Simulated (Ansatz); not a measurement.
# Ba2C3: the cost of one run

Program: Ansatz 0.2.0. Level of theory: DFT PBE, scalar-relativistic, plane waves, PAW. These are calculated values, not measurements.

3 further runs of the same task are left out: 3 set aside as unsound or not needed.

**1. The starting structure**

The structure is trigonal, space group R-3m (No. 166). Conventional cell: a = 3.673 Å, b = 3.673 Å, c = 25.536 Å, α = 90.00°, β = 90.00°, γ = 120.00°. Around Ba (site symmetry 3m) lie 6 C at 2.57 to 2.72 Å. Around C (site symmetry -3m) lie 6 Ba at 2.72 Å. Around C (site symmetry 3m) lie 3 Ba at 2.57 Å.

As a file:

```cif
data_structure
_symmetry_space_group_name_H-M 'P 1'
_symmetry_Int_Tables_number 1
_cell_length_a 8.7721
_cell_length_b 8.7721
_cell_length_c 8.7721
_cell_angle_alpha 24.166
_cell_angle_beta 24.166
_cell_angle_gamma 24.166
_cell_volume 99.42
loop_
_atom_site_label
_atom_site_type_symbol
_atom_site_fract_x
_atom_site_fract_y
_atom_site_fract_z
_atom_site_occupancy
Ba1 Ba 0.40000 0.40000 0.40000 1
Ba2 Ba 0.60000 0.60000 0.60000 1
C1 C 0.00000 0.00000 0.00000 1
C2 C 0.20950 0.20950 0.20950 1
C3 C 0.79050 0.79050 0.79050 1
```

This is candidate A: tetradymite type (R-3m, No. 166).

(A quick probe on a coarse mesh, which set the mesh and smearing, is not shown.)

**3. Rough relaxation on the coarse mesh (candidate A)**

input.yaml

```yaml
crystal:
  lattice:
    - [1.8362583302, 1.0601642412, 8.5119888128]
    - [-1.8362583302, 1.0601642412, 8.5119888128]
    - [0.0, -2.1203284824, 8.5119888128]
  atoms:
    - { symbol: Ba, position: [0.4, 0.4, 0.4] }
    - { symbol: Ba, position: [0.6, 0.6, 0.6] }
    - { symbol: C, position: [0.0, 0.0, 0.0], spin: -1.13 }
    - { symbol: C, position: [0.2095, 0.2095, 0.2095], spin: 1.21 }
    - { symbol: C, position: [0.7905, 0.7905, 0.7905], spin: 1.21 }
basis:
  ecutwfc: 420
kpoints:
  mp_grid: { grid: [6, 6, 6] }
hamiltonian:
  xc: pbe
scf:
  occupations: { method: gaussian, width: 0.1 }
  lower_state_search: "off"
output:
  forces: true
  stress: true
  eigenvalues: true
  populations: true
magnetization:
  spin_polarized: true
relax:
  adjacent_minimum: "off"
  f_tol: 0.04
  max_steps: 70
  cell: { stress_tol: 0.4 }
```

Command:

```console
$ ansatz run input.yaml --threads 1 --pin off --max-ram 2560MiB --backend cpu --events-out ev --progress --plain --runs-dir out
```

What time and memory should one allow on 1 thread of Arm Neoverse V1, shared host?

About 4.5 min, with a peak of 0.43 GiB.
